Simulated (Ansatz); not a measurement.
# AlAu: the crystal squeezed far

One table from this session's results is given with a row withheld; the runs are named, their logs left out.

Program: Ansatz 0.2.0. Level of theory: DFT, LDA, PAW with Ansatz's default frozen-core files, scalar-relativistic. These are calculated values, not measurements.

## The structure to begin with

The structure is cubic, space group Pm-3m (No. 221). The conventional cell has a = 3.224 Å, b = 3.224 Å, c = 3.224 Å, α = 90.00°, β = 90.00°, γ = 90.00°. Around Al (site symmetry m-3m) lie 8 Au at 2.79 Å. Au (site symmetry m-3m) has 8 Al at 2.79 Å as nearest neighbours.

Structure file:

```cif
data_structure
_symmetry_space_group_name_H-M 'P 1'
_symmetry_Int_Tables_number 1
_cell_length_a 3.2239
_cell_length_b 3.2239
_cell_length_c 3.2239
_cell_angle_alpha 90.000
_cell_angle_beta 90.000
_cell_angle_gamma 90.000
_cell_volume 33.51
loop_
_atom_site_label
_atom_site_type_symbol
_atom_site_fract_x
_atom_site_fract_y
_atom_site_fract_z
_atom_site_occupancy
Al1 Al 0.00000 0.00000 0.00000 1
Au1 Au 0.50000 0.50000 0.50000 1
```

Whether this phase is the stable one at these pressures isn't tested.

Atoms are numbered in the order of the input: Al1, Au2.

The first run:

File input.yaml:

```yaml
crystal:
  lattice:
    - [3.223942, 0.0, 0.0]
    - [0.0, 3.223942, 0.0]
    - [0.0, 0.0, 3.223942]
  atoms:
    - { symbol: Al, position: [0.0, 0.0, 0.0] }
    - { symbol: Au, position: [0.5, 0.5, 0.5] }
kpoints:
  mp_grid: { grid: [11, 11, 11] }
scf:
  occupations: { method: fermi_dirac, width: 0.05 }
hamiltonian:
  xc: lda
  pseudopotentials: { kind: paw }
output:
  forces: true
  stress: true
  write_density: true
  write_potential: true
  elf: true
  volumetric_format: npy
relax:
  f_tol: 0.01
  max_steps: 30
```

Run with:

```bash
$ ansatz run input.yaml --threads 1 --pin off --max-ram 2048MiB --backend cpu --events-out ev --progress --plain --runs-dir out
```

Steps of the session up to this table: Atoms relaxed at the given volume, PAW; Volume scaled by 1, PAW; Atoms relaxed at 0.85 of the volume, PAW; Volume scaled by 0.85, PAW; Atoms relaxed at 0.65 of the volume, PAW; Volume scaled by 0.65, PAW; Atoms relaxed at 0.6 of the volume, PAW; Volume scaled by 0.6, PAW.

One table of the session follows, with a row left open; its other results are not shown here.

```
method  volume over the first  volume (Å³/atom)  pressure (GPa)
   PAW                      1            16.755           -7.69
   PAW                   0.85            14.241           16.93
   PAW                   0.65            10.890          126.46
   PAW                    0.6                 ?               ?
```

Estimate the missing values for PAW, 0.6.

The run gave: volume (Å³/atom): 10.053; pressure (GPa): 187.18. In the column «volume (Å³/atom)» it is the lowest.

Limits of these values: Warnings in the runs' records: stress scf threshold loose, gradients without spin orbit.
